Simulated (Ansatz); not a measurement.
# C2H6AlCl: the cost of one run

Computed with Ansatz 0.2.0 through its Python package. Level of theory: MP2/def2-SVP.

## (1) The structure

Bond lengths: C1–Al2 1.929 Å, Al2–C3 1.963 Å, C3–Cl4 1.816 Å, C1–H5 1.124 Å, C1–H6 1.167 Å, C1–H7 1.109 Å, Al2–H8 1.565 Å, C3–H9 1.154 Å, C3–H10 1.124 Å. Angles (14 of 15 angles, heavy atoms first): C1–Al2–C3 119.0°, Al2–C3–Cl4 112.7°, C1–Al2–H8 121.6°, C3–Al2–H8 119.4°, Al2–C1–H5 113.5°, Al2–C1–H6 111.4°, Al2–C1–H7 111.6°, Al2–C3–H9 110.5°, Al2–C3–H10 111.3°, Cl4–C3–H9 108.3°, Cl4–C3–H10 109.2°, H5–C1–H6 106.7°, H5–C1–H7 107.9°, H6–C1–H7 105.3°.

The script reads c2h6alcl.xyz:

```xyz
10

C    -1.49900    0.33230   -0.70090
Al   -0.26460   -0.61370    0.43960
C     1.59140    0.01450    0.56200
Cl    2.44280    0.00500   -1.04200
H    -1.17900    0.36620   -1.77740
H    -1.63460    1.43940   -0.35620
H    -2.51360   -0.11280   -0.66140
H    -0.69830   -1.88620    1.24110
H     2.19330   -0.64310    1.29490
H     1.64480    1.04730    1.00330
```

## (2) The code

field.py

```python
"""Response of C2H6AlCl to a pair of distant point charges."""

import logging
import sys

import ansatz as az
import numpy as np

logging.basicConfig(stream=sys.stdout, format="%(levelname)s:%(name)s:%(message)s")
log = logging.getLogger("c2h6alcl")
log.setLevel(logging.INFO)

mol = az.Crystal.molecule_from_extxyz("c2h6alcl.xyz")

base = (
    mol.calculation()
    .basis(gaussian="def2-SVP")
    .correlation("MP2")  # correlation on top of the mean field
    .forces()
)
# charges +q and -q at -R and +R make a nearly even field 2 k q / R^2 at the centre
centre = np.mean([site.position_ang for site in mol.cartesian_sites], axis=0)
field = 2 * 14.399645 * 2.0 / 30.0 ** 2


def dipole(axis, sign):
    arm = 30.0 * np.eye(3)[axis]
    pair = [{"charge": sign * 2.0, "position_ang": (centre - arm).tolist()}, {"charge": -sign * 2.0, "position_ang": (centre + arm).tolist()}]
    deck = base.input().set(az.key.basis.gaussian.point_charges, pair)
    return np.array(az.Session.from_dict(deck).plan().execute().report["charge_distribution"]["dipole_moment_e_ang"])


log.info(f"field {field:.4f} V/A")
alpha = np.array([(dipole(axis, 1) - dipole(axis, -1)) / (2 * field) * 14.399645 for axis in range(3)])
log.info("polarisability tensor (A^3)")
print(np.array2string(alpha, precision=3, suppress_small=True))
log.info(f"mean {np.trace(alpha) / 3:.3f} A^3 = {np.trace(alpha) / 3 / 0.14818471:.2f} bohr^3")
```

## (3) The calls as engine input

The engine receives this input (first run):

```yaml
crystal:
  periodic: [false, false, false]
  atoms:
    - { symbol: C, position_ang: [-1.499, 0.3323, -0.7009] }
    - { symbol: Al, position_ang: [-0.2646, -0.6137, 0.4396] }
    - { symbol: C, position_ang: [1.5914, 0.0145, 0.562] }
    - { symbol: Cl, position_ang: [2.4428, 0.005, -1.042] }
    - { symbol: H, position_ang: [-1.179, 0.3662, -1.7774] }
    - { symbol: H, position_ang: [-1.6346, 1.4394, -0.3562] }
    - { symbol: H, position_ang: [-2.5136, -0.1128, -0.6614] }
    - { symbol: H, position_ang: [-0.6983, -1.8862, 1.2411] }
    - { symbol: H, position_ang: [2.1933, -0.6431, 1.2949] }
    - { symbol: H, position_ang: [1.6448, 1.0473, 1.0033] }
basis:
  gaussian:
    orbitals: def2-SVP
    point_charges:
      - { charge: 2.0, position_ang: [-29.99168, -0.005110000000000015, 0.00030000000000005576] }
      - { charge: -2.0, position_ang: [30.00832, -0.005110000000000015, 0.00030000000000005576] }
correlation:
  method: mp2
output:
  forces: true
```

## (4) Running it

Run with:

```bash
$ python field.py
```

Q: Estimate wall time and peak memory on 1 thread of Arm Neoverse V1, shared host.

About 19 s, with a peak of 0.26 GiB.
